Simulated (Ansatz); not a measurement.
**Hg: pressure up to the limit of the methods**

One table from this session's results is given with a row withheld; the runs are named, their logs left out.

Program: Ansatz 0.2.0. Level of theory: DFT LDA, with the methods named in each step. These are calculated values, not measurements.

1 further run of the same task is left out (it didn't finish). Runs told in other sessions of the task aren't counted.

## The starting structure

It takes space group Im-3m (No. 229, cubic). Conventional cell: a = 3.567 Å, b = 3.567 Å, c = 3.567 Å, α = 90.00°, β = 90.00°, γ = 90.00°. Hg (site symmetry m-3m) is surrounded by 8 Hg at 3.09 Å.

Coordinates:

```
Hg
1.0
    -1.78346    1.78346    1.78346
     1.78346   -1.78346    1.78346
     1.78346    1.78346   -1.78346
Hg
1
Direct
  0.00000 0.00000 0.00000
```

Whether this phase is the stable one at these pressures isn't tested.

The first run:

Contents of input.yaml:

```yaml
crystal:
  lattice:
    - [-1.7834648247, 1.7834648247, 1.7834648247]
    - [1.7834648247, -1.7834648247, 1.7834648247]
    - [1.7834648247, 1.7834648247, -1.7834648247]
  atoms:
    - { symbol: Hg, position: [0.0, 0.0, 0.0] }
kpoints:
  mp_grid: { grid: [15, 15, 15] }
scf:
  occupations: { method: fermi_dirac, width: 0.1 }
hamiltonian:
  xc: lda
  pseudopotentials: { kind: paw }
output:
  forces: true
  stress: true
relax:
  f_tol: 0.005
  max_steps: 40
  cell: {}
```

Started as:

```
$ ansatz run input.yaml --threads 1 --pin off --max-ram 2048MiB --backend cpu --events-out ev --progress --plain --runs-dir out
```

Among the steps run: Cell relaxed at zero pressure, PAW; Volume scaled by 1, PAW; Volume scaled by 0.92, PAW; Volume scaled by 0.84, PAW; Volume scaled by 0.76, PAW; Volume scaled by 0.68, PAW; Volume scaled by 0.6, PAW; Volume scaled by 0.52, PAW; Volume scaled by 0.45, PAW; Volume scaled by 0.45, PAW (source ansatz).

One table of the session follows, with a row left open; its other results are not shown here.

```
             method  volume over the first  volume (Å³/atom)  pressure (GPa)
                PAW                      1            22.479           -0.01
                PAW                   0.92            20.681            5.54
                PAW                   0.84            18.882           15.92
                PAW                   0.76            17.084           34.70
                PAW                   0.68                 ?               ?
                PAW                    0.6            13.487          133.98
                PAW                   0.52            11.689          260.75
                PAW                   0.45            10.115          478.91
PAW (source ansatz)                   0.45            10.115          479.78
```

**Question.** Estimate the row for PAW, 0.68.

The run gave: volume (Å³/atom): 15.286; pressure (GPa): 68.76. In the column «volume (Å³/atom)» it lies between PAW, 0.6 (13.487) and PAW, 0.76 (17.084).

Caveats from the session: At pressures up to 480 GPa the PAW spheres may overlap and frozen cores may not hold, so those PAW values are rough without an all-electron check.
